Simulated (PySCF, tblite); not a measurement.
# C₁₇H₁₁P: electronic excitations, NMR shifts

Aim: compute the electronic excitations, NMR shifts of C₁₇H₁₁P (`c1ccc2c(c1)ccc1c3ccccc3pcc21`).

Programs: tblite 0.8.0 and PySCF 2.14.0, with routines of our own; each step states its level. All values are computed. Atoms count from 0.

### 1 The starting structure

29 atoms, charge 0, multiplicity 1; geometry from: force field, distance geometry or constructed start.

### 2 Relaxing the molecule with GFN2-xTB

The job: settings as JSON, then the geometry in Å.

```
{"job": {"kind": "relax", "xc": "GFN2-xTB", "basis": "xTB"}, "charge": 0, "multiplicity": 1}
C     -4.646800    -0.258300    -0.079700
C     -4.139300    -1.511800     0.167500
C     -2.744300    -1.700400     0.246800
C     -1.810700    -0.633800     0.063100
C     -2.385600     0.626600    -0.183000
C     -3.781500     0.808300    -0.260200
C     -1.562300     1.726800    -0.376500
C     -0.172800     1.597700    -0.310500
C      0.494200     0.374400    -0.063200
C      1.951900     0.339200    -0.015700
C      2.767500     1.492100    -0.217000
C      4.169900     1.481300    -0.176000
C      4.844000     0.304300     0.070800
C      4.114700    -0.855900     0.264000
C      2.697000    -0.833200     0.226300
P      1.933900    -2.480900     0.524400
C      0.187000    -2.023500     0.386300
C     -0.362700    -0.773100     0.131300
H     -5.726000    -0.100400    -0.133200
H     -4.800900    -2.359300     0.320200
H     -2.426200    -2.710600     0.449000
H     -4.197900     1.795200    -0.455900
H     -1.979300     2.713800    -0.564700
H      0.363600     2.516000    -0.475000
H      2.331300     2.469600    -0.410500
H      4.719200     2.404800    -0.334100
H      5.933200     0.283500     0.098100
H      4.652900    -1.780400     0.458000
H     -0.436000    -2.895300     0.532300
```

Command:

```bash
> OMP_NUM_THREADS=1 python large_run.py task.json out
```

One launch serves the whole session: the jobs run in the order shown.

The log of the run:

```text
step      E/eV     max force
  0   -1210.71030    2.879
  1   -1210.99511    1.012
  2   -1211.04348    0.448
  3   -1211.06232    0.263
  4   -1211.09836    0.492
  5   -1211.12023    0.416
  6   -1211.14068    0.343
  7   -1211.15312    0.222
  8   -1211.16560    0.324
  9   -1211.17532    0.258
 10   -1211.18169    0.160
 11   -1211.18494    0.113
 12   -1211.18690    0.100
 13   -1211.18838    0.084
 14   -1211.18938    0.072
 15   -1211.18994    0.046
 16   -1211.19032    0.045
 17   -1211.19066    0.044
 18   -1211.19097    0.042
 19   -1211.19126    0.035
 20   -1211.19156    0.035
 21   -1211.19187    0.033
 22   -1211.19212    0.030
 23   -1211.19227    0.025
 24   -1211.19239    0.021
 25   -1211.19251    0.023
 26   -1211.19262    0.022
 27   -1211.19271    0.019
```

Wall time 0.77 s (1 thread of Arm Neoverse N1, shared host); peak memory 0.19 GiB.

Relaxation path:

```tsv
step	energy from step 0 (eV)	largest force (eV/Å)
0	0.0000	2.8794
1	-0.2848	1.0113
2	-0.3332	0.4481
3	-0.3520	0.2627
4	-0.3881	0.4921
5	-0.4099	0.4154
6	-0.4304	0.3431
7	-0.4428	0.2217
8	-0.4553	0.3244
9	-0.4650	0.2576
10	-0.4714	0.1595
12	-0.4766	0.1003
13	-0.4781	0.0843
14	-0.4791	0.0722
16	-0.4800	0.0447
17	-0.4804	0.0439
18	-0.4807	0.0418
20	-0.4813	0.0345
21	-0.4816	0.0325
23	-0.4820	0.0245
24	-0.4821	0.0211
25	-0.4822	0.0230
26	-0.4823	0.0230
27	-0.4824	0.0193
```

Distances of close pairs at the start and the end, largest changes first:

```tsv
bond	before (Å)	after (Å)	change (Å)
P15–C16	1.811	1.700	-0.111
C14–P15	1.840	1.776	-0.064
C6–C7	1.397	1.356	-0.041
C1–C2	1.410	1.372	-0.038
C10–C11	1.403	1.371	-0.032
C8–C17	1.445	1.414	-0.032
C4–C6	1.388	1.414	+0.026
C2–C3	1.429	1.408	-0.022
```

The next job starts from the end point, and lists it.

### 3 Infrared spectrum with GFN2-xTB

The job: settings as JSON, then the geometry in Å.

```
{"job": {"kind": "ir", "xc": "GFN2-xTB", "basis": "xTB"}, "charge": 0, "multiplicity": 1}
C     -4.586172    -0.270423    -0.073854
C     -4.029182    -1.525504     0.178779
C     -2.668562    -1.689118     0.245922
C     -1.781136    -0.611521     0.064473
C     -2.360190     0.654756    -0.190523
C     -3.756815     0.802160    -0.255896
C     -1.511348     1.769161    -0.379942
C     -0.163230     1.639302    -0.319374
C      0.476479     0.397578    -0.066813
C      1.922408     0.336198    -0.017067
C      2.714061     1.486753    -0.214608
C      4.084535     1.459560    -0.173212
C      4.763388     0.266709     0.071643
C      4.033576    -0.874437     0.269419
C      2.627287    -0.864446     0.229916
P      1.859417    -2.441586     0.509310
C      0.220555    -2.009233     0.383325
C     -0.339378    -0.740284     0.128253
H     -5.658727    -0.155605    -0.124051
H     -4.677427    -2.377503     0.323551
H     -2.298410    -2.682053     0.444048
H     -4.161975     1.784405    -0.452942
H     -1.957915     2.733674    -0.574583
H      0.428584     2.525062    -0.471740
H      2.249935     2.439037    -0.408363
H      4.640045     2.372681    -0.332167
H      5.842412     0.249721     0.104024
H      4.529796    -1.816908     0.461647
H     -0.453953    -2.841364     0.523725
```

The log of the run:

```text
mode    cm-1     km/mol
  1     -40.3      0.10
  2      43.9      0.05
  3      69.2      0.01
  4     140.8      0.01
  5     187.2      0.42
  6     190.5      0.10
  7     222.4      0.29
  8     283.4      0.15
  9     304.2      0.20
 10     351.8      0.00
 11     377.7      0.20
 12     381.7      1.79
 13     416.5      0.11
 14     431.2      3.98
 15     445.1      0.04
 16     452.6      2.60
 17     515.5      1.13
 18     518.8      0.53
 19     525.4      1.35
 20     543.3      0.20
 21     608.9      2.97
 22     636.6      0.30
 23     652.4      0.73
 24     680.8      0.06
 25     731.1      0.30
 26     734.2      1.78
 27     751.9      0.11
 28     754.7      2.75
 29     767.9     27.40
 30     782.0      6.43
 31     817.4     24.35
 32     844.4      0.16
 33     861.1      0.02
 34     867.1      0.50
 35     868.3      0.25
 36     902.4      0.14
 37     911.7      0.45
 38     914.1      0.06
 39     926.0      0.02
 40     926.6      0.01
 41     971.5      0.46
 42    1033.7      1.37
 43    1080.1      1.68
 44    1097.3      0.22
 45    1102.1      1.16
 46    1140.4      0.29
 47    1159.8      0.15
 48    1177.5      0.13
 49    1183.0      1.06
 50    1200.4      0.15
 51    1224.6      0.35
 52    1229.9      2.14
 53    1252.1      0.14
 54    1264.1      0.32
 55    1292.8      0.58
 56    1300.4      2.70
 57    1344.2      0.62
 58    1366.7      0.73
 59    1372.5      1.40
 60    1391.2      0.85
 61    1403.0      0.43
 62    1420.7      0.63
 63    1438.7      1.44
 64    1457.7      3.92
 65    1501.8      0.26
 66    1530.8      0.80
 67    1547.6      0.55
 68    1590.6      0.52
 69    1601.1      1.00
 70    1606.6      0.14
 71    3053.2     12.83
 72    3071.0      3.36
 73    3071.6      3.24
 74    3074.6      8.83
 75    3075.5     32.19
 76    3078.4     44.13
 77    3090.0    117.64
 78    3090.8     63.99
 79    3104.9     35.11
 80    3110.9      4.17
 81    3131.7     45.05
```

It took 4.3 s on 1 thread of Arm Neoverse N1, shared host; peak memory 0.19 GiB.

The strongest bands and the atoms that carry them (share of the mass-weighted mode):

```tsv
cm⁻¹	km/mol	atoms
768	27.4	H26 11 %, C9 10 %
817	24.4	H23 31 %, H22 17 %, C7 12 %
3076	32.2	H22 50 %, H18 11 %, H25 10 %
3078	44.1	H19 55 %, H21 21 %
3090	117.6	H26 72 %, H25 12 %
3091	64.0	H18 58 %, H21 12 %, H19 12 %
3105	35.1	H20 80 %
3132	45.0	H23 69 %, H24 22 %
```

### 4 Electronic excitations: TDA PBE0/6-31G*

Settings changed since step 3:

```diff
@@ -1,2 +1,2 @@
-{"job": {"kind": "ir", "xc": "GFN2-xTB", "basis": "xTB"}, "charge": 0, "multiplicity": 1}
+{"job": {"kind": "uv", "basis": "6-31G*", "grid": 1, "kgrid": 0, "vcut": null, "nstates": 8, "ntriplets": 3, "tda": true, "delta": ["ip_vertical"], "pop": true, "xc": "PBE0"}, "charge": 0, "multiplicity": 1}
 C     -4.586172    -0.270423    -0.073854
```

Level: TDA PBE0/6-31G*, vertical, gas phase, core orbitals frozen in the response.

The log of the run:

```text
start: PBE on a coarse grid of 25537 points
cycle   1  E = -994.8265243097  dE =  3.044e+00  |g| = 7.574e-01  |ddm| = 6.745e+00
cycle   2  E = -994.6068791340  dE =  2.196e-01  |g| = 1.121e+00  |ddm| = 2.423e+00
cycle   3  E = -994.9546907786  dE = -3.478e-01  |g| = 3.288e-01  |ddm| = 1.921e+00
cycle   4  E = -994.9923207114  dE = -3.763e-02  |g| = 1.210e-01  |ddm| = 6.206e-01
cycle   5  E = -994.9958242116  dE = -3.504e-03  |g| = 5.449e-02  |ddm| = 2.091e-01
cycle   6  E = -994.9966800923  dE = -8.559e-04  |g| = 1.974e-02  |ddm| = 9.158e-02
cycle   7  E = -994.9967685019  dE = -8.841e-05  |g| = 9.820e-03  |ddm| = 3.386e-02
final grid: 111467 points
cycle   8  E = -994.8806991501  dE = -7.601e-03  |g| = 4.702e-02  |ddm| = 1.073e+00
cycle   9  E = -994.8799781715  dE =  7.210e-04  |g| = 6.779e-02  |ddm| = 1.439e-01
cycle  10  E = -994.8812604842  dE = -1.282e-03  |g| = 1.791e-02  |ddm| = 1.074e-01
cycle  11  E = -994.8813531135  dE = -9.263e-05  |g| = 4.292e-03  |ddm| = 2.664e-02
cycle  12  E = -994.8813562042  dE = -3.091e-06  |g| = 1.562e-03  |ddm| = 7.168e-03
cycle  13  E = -994.8813577073  dE = -1.503e-06  |g| = 6.435e-04  |ddm| = 2.547e-03
cycle  14  E = -994.8813579801  dE = -2.728e-07  |g| = 2.007e-04  |ddm| = 1.122e-03
cycle  15  E = -994.8813577286  dE =  2.516e-07  |g| = 4.642e-05  |ddm| = 3.279e-04
converged SCF energy = -994.8813577286
Vertical ionisation energy (delta-SCF) = 7.1951 eV   <S^2> = 0.769

Static polarisability (au): isotropic 212.291, principal 65.633 215.831 355.409

Singlet excitations
state   eV       nm        f      main configurations
  1   3.6944    335.6   0.15588   H->L 0.58, H-1->L 0.18, H->L+1 0.15
  2   3.7475    330.8   0.09722   H-1->L 0.33, H->L+1 0.32, H->L 0.29
  3   4.2987    288.4   0.02808   H-2->L 0.62, H->L+2 0.23
  4   4.6515    266.5   0.13322   H->L+2 0.36, H-1->L 0.14, H-1->L+1 0.13
  5   4.6762    265.1   0.01412   H-3->L 0.97
  6   4.7788    259.4   0.25004   H-2->L 0.29, H->L+1 0.23, H->L+2 0.18
  7   4.8886    253.6   0.22141   H-2->L+1 0.31, H-1->L+2 0.19, H->L+2 0.14
  8   5.1110    242.6   0.49642   H-1->L+1 0.42, H->L+3 0.21, H-4->L 0.15

Triplet excitations (Tamm-Dancoff, eV): 2.2948 3.2847 3.3793
```

It took 1.9 min on 1 thread of Arm Neoverse N1, shared host; peak memory 0.63 GiB.

The orbitals next to the gap, with their largest atomic shares:

```tsv
orbital	eV	atoms
HOMO−4	-7.86	C11 18 %, C14 16 %, C3 11 %
HOMO−3	-7.56	P15 68 %, C14 11 %, C16 6 %
HOMO−2	-6.95	C5 16 %, C2 15 %, C16 12 %
HOMO−1	-6.56	C3 12 %, C12 11 %, C7 11 %
HOMO	-5.84	P15 22 %, C6 12 %, C8 9 %
LUMO	-1.80	P15 30 %, C16 13 %, C6 12 %
LUMO+1	-1.02	C9 12 %, C0 11 %, C12 10 %
LUMO+2	-0.52	C7 15 %, C1 13 %, C5 12 %
LUMO+3	0.28	C14 19 %, C11 15 %, C10 14 %
```

With each of the 8 states as a Gaussian band of 0.4 eV half-width at 1/e, the curve within the window shown has maxima at 333 nm (ε 10,000), 251 nm (ε 38,000) L/(mol cm). Beyond the last state computed it falls off for lack of states. The curve at chosen wavelengths:

(nm, ε (L/mol/cm)): (229, 14081), (236, 24915), (243, 33945), (250, 37777), (256, 36431), (263, 30897), (270, 23477), (277, 16405), (284, 11042), (291, 7837), (297, 6682), (304, 6748), (311, 7730), (318, 8984), (325, 9979), (332, 10381), (338, 10173), (345, 9358), (352, 8114), (359, 6673), (366, 5236), (373, 3940), (379, 2999), (386, 2116), (393, 1451), (400, 970)

Leading natural transition orbitals of singlet state 8: the hole lies on 4 C atoms about 10 % each; 4 C atoms about 7 % each; the particle on 5 C atoms about 9 % each; C2, C8, C17 about 6 % each.

Leading natural transition orbitals of singlet state 1: the hole lies on P15 11 %; C8, C17 about 10 % each; 5 C atoms about 8 % each; the particle on P15 27 %; C16 16 %; C6 9 %.

Further results of this job:

```tsv
property	computed
dipole moment (D)	2.04
polarisability (Å³)	31.46
HOMO–LUMO gap (eV)	4.04
−ε(HOMO) (eV)	5.84
```

The fields below are evaluated on a grid from the run's orbitals.

Frontier orbitals at PBE0/6-31G*, with the share of their density that lies nearest to each atom:

```tsv
orbital	energy (eV)	lies on
HOMO	-5.84	P15 20 %; C6, C8 about 10 % each; C16, C17 about 8 % each
LUMO	-1.80	P15 28 %; C6, C8, C16 about 11 % each
```

ELF in a plane through or near 29 of the atoms.

Ten even steps from ' ' (0.00) to '@' (1.00):
```
                                                        
                                                        
                                ::                      
                        ::    ==@@%%                    
          ::::    ##==  @@%%  ##@@@@  ::@@++            
        --@@@@::::@@@@..@@@@::**@@##  %%@@@@..          
        ##@@@@++--@@@@  @@%%**==::--  %%@@##            
        ..@@@@==##::##  --::==****##**--++::  ==::      
          ::==--%%::%%--++%%==..++%%##--##++%%@@%%..    
    ..##%%++%%##::**--##**====  **##==--**--@@@@@@..    
    ==@@@@##==**..++##++==%%--%%------..%%##++**==      
    ::@@@@++##++%%--==--  ==::**++%%++%%--**::          
      ::..  ++++**==++++--**%%--..++%%**==@@@@::        
          --@@@@----##..##==--**  @@@@==++@@@@##        
          %%@@@@  --::**--##@@@@::@@@@++  @@@@==        
          ==%%**  ##%%::==::%%@@--++@@::  ..::          
                  %%@@@@##  ::##    ::                  
                  ++%%%%++                              
                    ::::                                
                                                        
```
The map spans 16.9 Å across and 11.2 Å up, centred on the molecule. Atoms in the plane (x, y in Å): C0 (4.6, 0.2), C1 (4.2, -1.1), C2 (2.8, -1.4), C3 (1.8, -0.4), C4 (2.3, 0.9), C5 (3.7, 1.2), C6 (1.3, 2.0), C7 (0.0, 1.7), C8 (-0.5, 0.4), C9 (-1.9, 0.1), C10 (-2.9, 1.2), C11 (-4.2, 1.0), C12 (-4.8, -0.2), C13 (-3.9, -1.3), C14 (-2.5, -1.2), P15 (-1.6, -2.7), C16 (0.0, -2.1), C17 (0.4, -0.7), H18 (5.6, 0.5), H19 (4.9, -1.9), H20 (2.6, -2.5), H21 (4.0, 2.3), H22 (1.7, 3.0), H23 (-0.7, 2.5), H24 (-2.5, 2.2), H25 (-4.9, 1.9), H26 (-5.8, -0.4), H27 (-4.3, -2.3), H28 (0.7, -2.8).

On the surface of density 0.002 e/bohr³ the electrostatic potential runs, from the 1st to the 99th percentile, from -0.76 V near P15 to 1.10 V near H24.

### 5 NMR shifts: GIAO PBE0/pcSseg-1

Settings changed since step 4:

```diff
@@ -1,2 +1,2 @@
-{"job": {"kind": "uv", "basis": "6-31G*", "grid": 1, "kgrid": 0, "vcut": null, "nstates": 8, "ntriplets": 3, "tda": true, "delta": ["ip_vertical"], "pop": true, "xc": "PBE0"}, "charge": 0, "multiplicity": 1}
+{"job": {"kind": "nmr", "basis": "pcSseg-1", "pop": false, "xc": "PBE0"}, "charge": 0, "multiplicity": 1}
 C     -4.586172    -0.270423    -0.073854
```

With the program's defaults for keys left out, this is: GIAO PBE0/pcSseg-1 NMR shielding, non-relativistic, gas phase.

The log of the run:

```text
start: PBE on a coarse grid of 25537 points
cycle   1  E = -994.4222713091  dE =  3.017e+00  |g| = 7.503e-01  |ddm| = 6.829e+00
cycle   2  E = -994.1749003978  dE =  2.474e-01  |g| = 1.165e+00  |ddm| = 2.711e+00
cycle   3  E = -994.5411598884  dE = -3.663e-01  |g| = 3.405e-01  |ddm| = 2.101e+00
cycle   4  E = -994.5798995923  dE = -3.874e-02  |g| = 1.187e-01  |ddm| = 6.571e-01
cycle   5  E = -994.5830600472  dE = -3.160e-03  |g| = 5.619e-02  |ddm| = 2.117e-01
cycle   6  E = -994.5839371479  dE = -8.771e-04  |g| = 1.928e-02  |ddm| = 9.846e-02
cycle   7  E = -994.5840140180  dE = -7.687e-05  |g| = 1.071e-02  |ddm| = 3.431e-02
cycle   8  E = -994.5840453990  dE = -3.138e-05  |g| = 2.652e-03  |ddm| = 1.360e-02
final grid: 235182 points
cycle   9  E = -994.8031162410  dE = -1.005e-02  |g| = 4.326e-02  |ddm| = 7.394e-01
cycle  10  E = -994.8030645466  dE =  5.169e-05  |g| = 4.299e-02  |ddm| = 9.201e-02
cycle  11  E = -994.8035337500  dE = -4.692e-04  |g| = 1.506e-02  |ddm| = 8.563e-02
cycle  12  E = -994.8035989774  dE = -6.523e-05  |g| = 4.631e-03  |ddm| = 2.750e-02
cycle  13  E = -994.8036033974  dE = -4.420e-06  |g| = 1.437e-03  |ddm| = 6.991e-03
cycle  14  E = -994.8036056127  dE = -2.215e-06  |g| = 4.591e-04  |ddm| = 2.452e-03
cycle  15  E = -994.8036031413  dE =  2.471e-06  |g| = 2.245e-04  |ddm| = 8.166e-04
cycle  16  E = -994.8036052327  dE = -2.091e-06  |g| = 4.209e-05  |ddm| = 3.607e-04
converged SCF energy = -994.8036052327

GIAO shielding tensors (ppm)
atom      isotropic    diamagn.    paramagn.     s11        s22        s33       span
  0 C       54.418     255.770    -201.352    -55.438     40.751    177.942    233.379
  1 C       53.902     251.954    -198.052    -55.971     41.899    175.779    231.751
  2 C       57.840     249.464    -191.624    -47.088     41.378    179.232    226.320
  3 C       54.709     248.105    -193.396    -27.675      7.653    184.149    211.824
  4 C       50.692     257.164    -206.472    -26.050    -15.126    193.251    219.301
  5 C       52.575     244.212    -191.637    -48.449     45.378    160.797    209.245
  6 C       51.306     252.752    -201.445    -50.984     48.459    156.443    207.427
  7 C       59.529     255.322    -195.793    -45.806     48.956    175.437    221.243
  8 C       53.953     252.140    -198.186    -25.824      3.032    184.652    210.476
  9 C       50.464     246.122    -195.658    -31.291     -2.891    185.576    216.867
 10 C       56.492     251.067    -194.574    -48.828     40.554    177.751    226.580
 11 C       52.087     252.152    -200.065    -59.157     39.604    175.813    234.969
 12 C       56.839     256.131    -199.291    -50.609     42.270    178.857    229.466
 13 C       45.018     247.691    -202.673    -63.655     38.289    160.421    224.076
 14 C       32.016     265.423    -233.407    -74.247    -27.902    198.195    272.442
 15 P       95.793     969.604    -873.810   -179.244    -11.559    478.183    657.427
 16 C       21.129     263.171    -242.042   -157.189     39.970    180.607    337.797
 17 C       53.488     248.426    -194.937    -25.714      0.678    185.502    211.216
 18 H       23.638      27.261      -3.623     19.190     24.887     26.837      7.647
 19 H       23.522      28.352      -4.829     18.582     24.715     27.270      8.688
 20 H       22.370      34.475     -12.104     14.581     23.177     29.353     14.773
 21 H       23.404      30.929      -7.525     17.975     24.089     28.148     10.174
 22 H       23.258      33.960     -10.702     17.305     24.194     28.276     10.971
 23 H       22.300      36.090     -13.790     13.698     23.462     29.739     16.042
 24 H       22.213      35.773     -13.559     14.015     23.014     29.611     15.596
 25 H       23.413      28.920      -5.507     18.457     24.528     27.254      8.798
 26 H       23.671      27.378      -3.706     19.149     25.073     26.793      7.644
 27 H       22.813      30.484      -7.670     17.259     22.860     28.321     11.063
 28 H       20.565      34.929     -14.365     14.052     17.700     29.942     15.890
```

Wall time 96 s (1 thread of Arm Neoverse N1, shared host); peak memory 0.82 GiB.

Shifts follow as δ = σ(reference) − σ, with reference shieldings (ppm) from runs at the same level and on the same kind of geometry: ¹H TMS 31.72, ¹³C TMS 186.9, ³¹P H3PO4 318.4. The references are single molecules in the gas phase, so shifts against H2O, NH3, PH3, H3PO4 or CFCl3 are not on the usual liquid scales and can be off by tens of ppm.

```tsv
atoms	environment	σ (ppm)	δ (ppm)	δ scaled to CDCl3
C16	aromatic CH	21.1	165.8	159.9
C14	ring-fusion aromatic carbon	32.0	154.9	149.3
C13	aromatic CH	45.0	141.9	136.6
C9	ring-fusion aromatic carbon	50.5	136.5	131.3
C4	ring-fusion aromatic carbon	50.7	136.2	131.0
C6	aromatic CH	51.3	135.6	130.4
C11	aromatic CH	52.1	134.8	129.7
C5	aromatic CH	52.6	134.3	129.2
C17	ring-fusion aromatic carbon	53.5	133.4	128.3
C1	aromatic CH	53.9	133.0	127.9
C8	ring-fusion aromatic carbon	54.0	133.0	127.9
C0	aromatic CH	54.4	132.5	127.4
C3	ring-fusion aromatic carbon	54.7	132.2	127.1
C10	aromatic CH	56.5	130.4	125.4
C12	aromatic CH	56.8	130.1	125.0
C2	aromatic CH	57.8	129.1	124.1
C7	aromatic CH	59.5	127.4	122.4
H28	hydrogen on an aromatic CH	20.56	11.15	10.62
H24	hydrogen on an aromatic CH	22.21	9.50	9.07
H23	hydrogen on an aromatic CH	22.30	9.42	8.98
H20	hydrogen on an aromatic CH	22.37	9.35	8.92
H27	hydrogen on an aromatic CH	22.81	8.90	8.50
H22	hydrogen on an aromatic CH	23.26	8.46	8.08
H21	hydrogen on an aromatic CH	23.40	8.31	7.94
H25	hydrogen on an aromatic CH	23.41	8.30	7.93
H19	hydrogen on an aromatic CH	23.52	8.19	7.83
H18	hydrogen on an aromatic CH	23.64	8.08	7.72
H26	hydrogen on an aromatic CH	23.67	8.05	7.69
P15	phosphorus bonded to 2 C, in a 6-membered ring	95.8	222.6	–
```

The scaled column applies a straight-line fit of computed shieldings to shifts measured in CDCl3 (root-mean-square error 0.16 ppm for H, 1.9 ppm for C).

Ring of atoms C0, C1, C2, C3, C4, C5: NICS(0) -8.8, NICS(1) -11.8, NICS(1)zz -29.2 ppm (means of both faces).

Ring of atoms C3, C4, C6, C7, C8, C17: NICS(0) -6.0, NICS(1) -9.7, NICS(1)zz -21.8 ppm (means of both faces).

Ring of atoms C8, C9, C14, P15, C16, C17: NICS(0) -4.8, NICS(1) -8.7, NICS(1)zz -19.3 ppm (means of both faces).

### 6 Outcome

| quantity | value |
| --- | --- |
| strongest single infrared mode (GFN2-xTB) | 3090 cm⁻¹, 118 km/mol |
| zero-point energy (GFN2-xTB) | 136.6 kcal/mol |
| lowest singlet (PBE0/6-31G*) | 3.69 eV (336 nm), f = 0.156 |
| brightest single state of those computed | state 8, 5.11 eV, f = 0.496 |
| lowest triplet | 2.29 eV |
| vertical ionisation energy (ΔSCF) | 7.20 eV |
| surface potential, 1st and 99th percentile | -0.76 V and 1.10 V |
| ¹³C shifts against TMS (PBE0/pcSseg-1) | 165.8, 154.9, 141.9, 136.5, 136.2, 135.6, 134.8, 134.3, 133.4, 133.0, 133.0, 132.5, 132.2, 130.4 ppm and more |
| ¹H shifts against TMS (PBE0/pcSseg-1) | 11.15, 9.50, 9.42, 9.35, 8.90, 8.46, 8.31, 8.30, 8.19, 8.08, 8.05 ppm |
| ³¹P shifts against H3PO4 (PBE0/pcSseg-1) | 222.6 ppm |

The lowest mode is imaginary (40i cm⁻¹), so the xTB geometry is not a minimum. GFN2-xTB is a fitted tight-binding method: band positions and strengths are rough. Its intensities can rank the bands wrongly. The lowest singlet, at 3.69 eV, is HOMO→LUMO 0.58, HOMO−1→LUMO 0.18 and is bright; of the 8 states computed, the strongest absorption comes from state 8 at 5.11 eV (the last computed, so partners may be missing). The lowest triplet lies 1.40 eV below the lowest singlet. The orbital energy would give 5.84 eV for ionisation, ΔSCF gives 7.20 eV. By nearest atom (PBE0/6-31G*), the HOMO sits on P15 20 %; C6, C8 about 10 % each and the LUMO on P15 28 %; C6, C8, C16 about 11 % each. At PBE0/pcSseg-1: The largest span, 657 ppm, is at P15, where the paramagnetic term is -874 ppm. NICS(1)zz of -29 ppm above the planar ring from C0 marks a diatropic (aromatic) ring current. NICS(1)zz of -22 ppm above the planar ring from C3 marks a diatropic (aromatic) ring current. NICS(1)zz of -19 ppm above the planar ring from C8 marks a diatropic (aromatic) ring current.
